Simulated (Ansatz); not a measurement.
# CdS: an axial (c/a) deformation path

An exercise on one series of results from a longer session: the logs are not shown, and one member is left open.

Method: DFT r2SCAN, scalar-relativistic, plane waves, PAW, in Ansatz 0.2.0.

### Starting point

Symmetry: P6_3mc, No. 186, hexagonal system. Conventional cell: a = 4.135 Å, b = 4.135 Å, c = 6.749 Å, α = 90.00°, β = 90.00°, γ = 120.00°. Around Cd (site symmetry 3m) lie 4 S at 2.51 to 2.60 Å. S (site symmetry 3m) has 4 Cd at 2.51 to 2.60 Å in its first shell of neighbours.

Coordinates:

```cif
data_structure
_symmetry_space_group_name_H-M 'P 1'
_symmetry_Int_Tables_number 1
_cell_length_a 4.1348
_cell_length_b 4.1348
_cell_length_c 6.7490
_cell_angle_alpha 90.000
_cell_angle_beta 90.000
_cell_angle_gamma 120.000
_cell_volume 99.93
loop_
_atom_site_label
_atom_site_type_symbol
_atom_site_fract_x
_atom_site_fract_y
_atom_site_fract_z
_atom_site_occupancy
Cd1 Cd 0.33333 0.66667 0.00000 1
Cd2 Cd 0.66667 0.33333 0.50000 1
S1 S 0.33333 0.66667 0.38500 1
S2 S 0.66667 0.33333 0.88500 1
```

No relaxation comes first: the listed cell is the starting point.

The first run:

input.yaml reads:

```yaml
crystal:
  lattice:
    - [4.1347992034, 0.0, 0.0]
    - [-2.0673996017, 3.5808411497, 0.0]
    - [0.0, 0.0, 6.749]
  atoms:
    - { symbol: Cd, position: [0.3333333333, 0.6666666667, 0.0] }
    - { symbol: Cd, position: [0.6666666667, 0.3333333333, 0.5] }
    - { symbol: S, position: [0.3333333333, 0.6666666667, 0.385] }
    - { symbol: S, position: [0.6666666667, 0.3333333333, 0.885] }
basis:
  ecutwfc: 500
kpoints:
  mp_grid: { grid: [12, 12, 6] }
hamiltonian:
  xc: r2scan
scf:
  occupations: { method: gaussian, width: 0.05 }
output:
  forces: true
  stress: true
  eigenvalues: true
```

Started as:

```console
> ansatz run input.yaml --threads 1 --pin off --max-ram 2560MiB --backend cpu --events-out ev --progress --plain --runs-dir out
```

Among the steps run: The reference: the undisturbed cell on the scan's mesh; At ρ = 0.850; At ρ = 1.200; ρ = 0.920; Point ρ = 1.100; Point ρ = 0.960; ρ = 1.050; ρ = 0.800.

One of the session's tables, all rows but one given; the rest of the session is left out.

It belongs to the step «The scan collected». 

```
    ρ  ΔE (meV/atom)  pressure (GPa)  gap on the mesh (eV)
0.800          258.5             5.3                  1.70
0.850          116.8             2.9                  1.64
0.920           17.8             1.2                  1.64
0.960           -1.2             1.0                  1.67
1.000            0.0             1.1                  1.69
1.050           23.5             1.8                  1.61
1.100              ?               ?                     ?
1.200          187.9             5.5                  1.25
```

Q: Estimate the row for ρ = 1.100 from the others.

Worked estimate for «ΔE (meV/atom)». A straight line through the neighbours (1.050, 23.5) and (1.200, 187.9) gives 23.5 + (187.9 − 23.5) × (1.100 − 1.050) / (1.200 − 1.050) = 78.3; a parabola fitted to 3 rows on both sides gives 62.7.

**Answer.** ΔE (meV/atom): 65.5; pressure (GPa): 2.8; gap on the mesh (eV): 1.52. In «ΔE (meV/atom)» the line misses by +12.8 and the parabola by -2.8.
